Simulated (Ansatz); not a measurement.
# NiSb: the cost of one run

Computed with Ansatz 0.2.0 (DFT PBE, scalar-relativistic, plane waves, PAW, unless a step's input says otherwise).

1 further run of the same task is left out (set aside as unsound or not needed).

## 1. Starting point

The structure is hexagonal, space group P6_3/mmc (No. 194). Conventional cell: a = 3.976 Å, b = 3.976 Å, c = 5.157 Å, α = 90.00°, β = 90.00°, γ = 120.00°. Around Ni (site symmetry -3m) lie 2 Ni at 2.58 Å and 6 Sb at 2.63 Å. Sb (site symmetry -6m2) is surrounded by 6 Ni at 2.63 Å.

Structure file:

```
Ni Sb
1.0
     3.97566    0.00000    0.00000
    -1.98783    3.44302    0.00000
     0.00000    0.00000    5.15685
Ni Sb
2 2
Cartesian
  0.0000 0.0000 0.0000
  0.0000 0.0000 2.5784
  0.0000 2.2953 1.2892
  1.9878 1.1477 3.8676
```

It is the result of an earlier relaxation at this level (volume 17.65 Å³/atom; gap on the mesh: none (metal)).

## 2. Electronic structure at the relaxed geometry

Input file input.yaml:

```yaml
crystal:
  lattice:
    - [3.975661733, 0.0, 0.0]
    - [-1.9878308665, 3.4430240576, 0.0]
    - [0.0, 0.0, 5.1568489236]
  atoms:
    - { symbol: Ni, position: [0.0, 0.0, 0.0] }
    - { symbol: Ni, position: [0.0, 0.0, 0.5] }
    - { symbol: Sb, position: [0.3333333333, 0.6666666667, 0.25] }
    - { symbol: Sb, position: [0.6666666667, 0.3333333333, 0.75] }
basis:
  ecutwfc: 420
kpoints:
  mp_grid: { grid: [12, 12, 8] }
  band_path:
    path:
      - [[0.0, 0.0, 0.0], [0.5, 0.0, 0.0], [0.33333333, 0.33333333, 0.0], [0.0, 0.0, 0.0], [0.0, 0.0, 0.5], [0.5, 0.0, 0.5], [0.33333333, 0.33333333, 0.5], [0.0, 0.0, 0.5]]
      - [[0.5, 0.0, 0.5], [0.5, 0.0, 0.0]]
      - [[0.33333333, 0.33333333, 0.5], [0.33333333, 0.33333333, 0.0]]
    npoints: 14
hamiltonian:
  xc: pbe
scf:
  occupations: { method: gaussian, width: 0.1 }
  n_extra_bands: 10
output:
  forces: true
  stress: true
  eigenvalues: true
  populations: true
  dos: { projected: true, de: 0.02, nscf_kmesh: { grid: [18, 18, 12] } }
  bader: true
  write_density: true
  write_potential: true
  elf: true
  volumetric_format: npy
```

Command:

```
$ ansatz run input.yaml --threads 1 --pin off --max-ram 2560MiB --backend cpu --events-out ev --progress --plain --runs-dir out
```

**Question.** How long does this run take on 1 thread of Intel Xeon at 2.50GHz (Skylake/Cascade Lake), shared host, and how much memory does it need?

About 2.5 min, with a peak of 0.7 GiB.
